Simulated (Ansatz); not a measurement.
# CH₃FSSi: a ladder of functionals and wavefunction methods

The task here is to estimate one member of a computed series from the others.

The runs use Ansatz 0.2.0, Gaussian basis; functionals in def2-TZVPP, the program's frozen cores in correlated methods.

Levels to be run: LDA (SPW92), PBE-D4, revPBE-D4, BLYP-D4, r2SCAN-D4, B97M-V, PBE0-D4, B3LYP-D4, r2SCANh-D4, r2SCAN0-D4, HSE06-D4, BHLYP-D4, CAM-B3LYP-D4, LC-ωPBE, ωB97X-V, ωB97M-V, B2PLYP, PBE-QIDH; CCSD(T)/def2-SVP; CCSD(T)/def2-TZVPP; MP2/def2-QZVPP; extrapolation to the limit; RPA on PBE.

### The relaxed structure

All runs share one geometry, relaxed beforehand with PBE0-D4 in a triple-zeta def2 set.

SMILES `FC1[SiH2]S1`, 7 atoms, charge 0, spin multiplicity 1.

Atoms are counted from 1 here; the program's logs count them from 0.

Bond lengths: F1–C2 1.366 Å, C2–Si3 1.856 Å, C2–S4 1.839 Å, C2–H5 1.087 Å, Si3–S4 2.095 Å, Si3–H6 1.477 Å, Si3–H7 1.480 Å. Angles: F1–C2–Si3 119.7°, F1–C2–S4 114.8°, F1–C2–H5 109.9°, Si3–C2–S4 69.1°, Si3–C2–H5 123.7°, S4–C2–H5 112.9°, C2–Si3–S4 55.1°, C2–Si3–H6 117.5°, C2–Si3–H7 120.9°, S4–Si3–H6 118.5°, S4–Si3–H7 118.9°, H6–Si3–H7 113.9°, C2–S4–Si3 55.8°.

As a file:

```
F    -1.9090    0.1031    0.4357
C    -0.8131    0.1441   -0.3781
Si    0.8831   -0.0256    0.3551
S    -0.0854   -1.4973   -0.7779
H    -1.0317    0.7358   -1.2629
H     0.9775   -0.2119    1.8173
H     2.0398    0.6838   -0.2350
```

The first run:

File in.yaml:

```yaml
crystal:
  periodic: [false, false, false]
  atoms:
    - {symbol: F, position_ang: [-1.909019, 0.103097, 0.435699]}
    - {symbol: C, position_ang: [-0.813138, 0.144105, -0.378074]}
    - {symbol: Si, position_ang: [0.883107, -0.025620, 0.355103]}
    - {symbol: S, position_ang: [-0.085407, -1.497257, -0.777921]}
    - {symbol: H, position_ang: [-1.031660, 0.735837, -1.262872]}
    - {symbol: H, position_ang: [0.977535, -0.211915, 1.817346]}
    - {symbol: H, position_ang: [2.039781, 0.683753, -0.234981]}
basis:
  gaussian: {orbitals: def2-TZVPP}
hamiltonian: {xc: lda}
output: {orbitals: {seedname: orbitals}}
```

Command:

```console
> ansatz run in.yaml --threads 2 --pin off --events-out ev --progress --plain --max-ram 4352MiB
```

Steps of the session up to this table: LDA; PBE-D4 (GGA); revPBE-D4 (GGA); BLYP-D4 (GGA); r2SCAN-D4 (meta-GGA); B97M-V (meta-GGA); B3LYP-D4 (hybrid); r2SCANh-D4 (hybrid); r2SCAN0-D4 (hybrid); HSE06-D4 (hybrid); BHLYP-D4 (hybrid); CAM-B3LYP-D4 (range-separated); LC-ωPBE (range-separated); ωB97X-V (range-separated); ωB97M-V (range-separated); B2PLYP (double hybrid); PBE-QIDH (double hybrid).

One of the session's tables, all rows but one given; the rest of the session is left out.

It belongs to the step «Orbital energies across the functionals». 

| functional | HOMO (eV) | gap (eV) |
| --- | --- | --- |
| LDA (SPW92) | -6.44 | 4.69 |
| PBE-D4 | -6.32 | 4.78 |
| revPBE-D4 | -6.27 | 4.82 |
| BLYP-D4 | -6.15 | 4.73 |
| r2SCAN-D4 | -6.58 | 5.31 |
| B97M-V | -6.68 | 5.33 |
| PBE0-D4 | -7.53 | 6.81 |
| B3LYP-D4 | ? | ? |
| r2SCANh-D4 | -7.03 | 6.05 |
| r2SCAN0-D4 | -7.70 | 7.15 |
| HSE06-D4 | -7.13 | 6.04 |
| BHLYP-D4 | -8.58 | 8.72 |
| CAM-B3LYP-D4 | -8.82 | 9.10 |
| LC-ωPBE | -10.20 | 11.62 |
| ωB97X-V | -9.84 | 11.16 |
| ωB97M-V | -9.68 | 10.74 |

Estimate the missing values for B3LYP-D4.

Worked estimate for «HOMO (eV)». Against the share of exact exchange, BLYP-D4 (0, -6.15), BHLYP-D4 (0.5, -8.58) give a slope of -4.86 per unit share; at 0.2 the line stands at -7.12.

**Answer.** HOMO (eV): -7.27; gap (eV): 6.35. In «HOMO (eV)» the line misses by +0.15.
